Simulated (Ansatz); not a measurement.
# CoSi: the cost of one run

Method: DFT PBE, scalar-relativistic, plane waves, PAW, in Ansatz 0.2.0.

The COD entry's cell or inner coordinates are ideal or old and differ from later refinements, so a difference from it is no clean test against experiment.

**1. The starting structure**

It takes space group P2_13 (No. 198, cubic). Conventional cell: a = 4.431 Å, b = 4.431 Å, c = 4.431 Å, α = 90.00°, β = 90.00°, γ = 90.00°. Co (site symmetry 3) is surrounded by 7 Si at 2.32 to 2.43 Å. Around Si (site symmetry 3) lie 7 Co at 2.32 to 2.43 Å.

Coordinates:

```cif
data_structure
_symmetry_space_group_name_H-M 'P 1'
_symmetry_Int_Tables_number 1
_cell_length_a 4.4308
_cell_length_b 4.4308
_cell_length_c 4.4308
_cell_angle_alpha 90.000
_cell_angle_beta 90.000
_cell_angle_gamma 90.000
_cell_volume 86.99
loop_
_atom_site_label
_atom_site_type_symbol
_atom_site_fract_x
_atom_site_fract_y
_atom_site_fract_z
_atom_site_occupancy
Co1 Co 0.14503 0.14503 0.14503 1
Co2 Co 0.35497 0.85497 0.64503 1
Co3 Co 0.64503 0.35497 0.85497 1
Co4 Co 0.85497 0.64503 0.35497 1
Si1 Si 0.84317 0.84317 0.84317 1
Si2 Si 0.65683 0.15683 0.34317 1
Si3 Si 0.34317 0.65683 0.15683 1
Si4 Si 0.15683 0.34317 0.65683 1
```

This cell comes from an earlier session at PBE: 10.873 Å³/atom at -0.03 GPa, on a 8×8×8 mesh.

**2. Ferrimagnetic, in the cell as typed**

Input file input.yaml:

```yaml
crystal:
  lattice:
    - [4.43079372, 0.0, 0.0]
    - [0.0, 4.43079372, 0.0]
    - [0.0, 0.0, 4.43079372]
  atoms:
    - { symbol: Co, position: [0.1450289827, 0.1450289827, 0.1450289827], spin: 1.5 }
    - { symbol: Co, position: [0.3549710173, 0.8549710173, 0.6450289827], spin: 1.5 }
    - { symbol: Co, position: [0.6450289827, 0.3549710173, 0.8549710173], spin: 1.5 }
    - { symbol: Co, position: [0.8549710173, 0.6450289827, 0.3549710173], spin: -1.5 }
    - { symbol: Si, position: [0.8431659226, 0.8431659226, 0.8431659226] }
    - { symbol: Si, position: [0.6568340774, 0.1568340774, 0.3431659226] }
    - { symbol: Si, position: [0.3431659226, 0.6568340774, 0.1568340774] }
    - { symbol: Si, position: [0.1568340774, 0.3431659226, 0.6568340774] }
basis:
  ecutwfc: 420
  ecutrho_ratio: 4
kpoints:
  mp_grid: { grid: [8, 8, 8] }
hamiltonian:
  xc: pbe
scf:
  occupations: { method: gaussian, width: 0.05 }
  lower_state_search: "off"
output:
  forces: true
  stress: true
  eigenvalues: true
  populations: true
magnetization:
  spin_polarized: true
```

On the command line:

```bash
$ ansatz run input.yaml --threads 2 --pin off --max-ram 5120MiB --backend cpu --events-out ev --progress --plain --runs-dir out
```

Q: Estimate wall time and peak memory on 2 threads of Intel Xeon Platinum 8488C (Sapphire Rapids), shared host.

About 64 s, with a peak of 0.83 GiB.
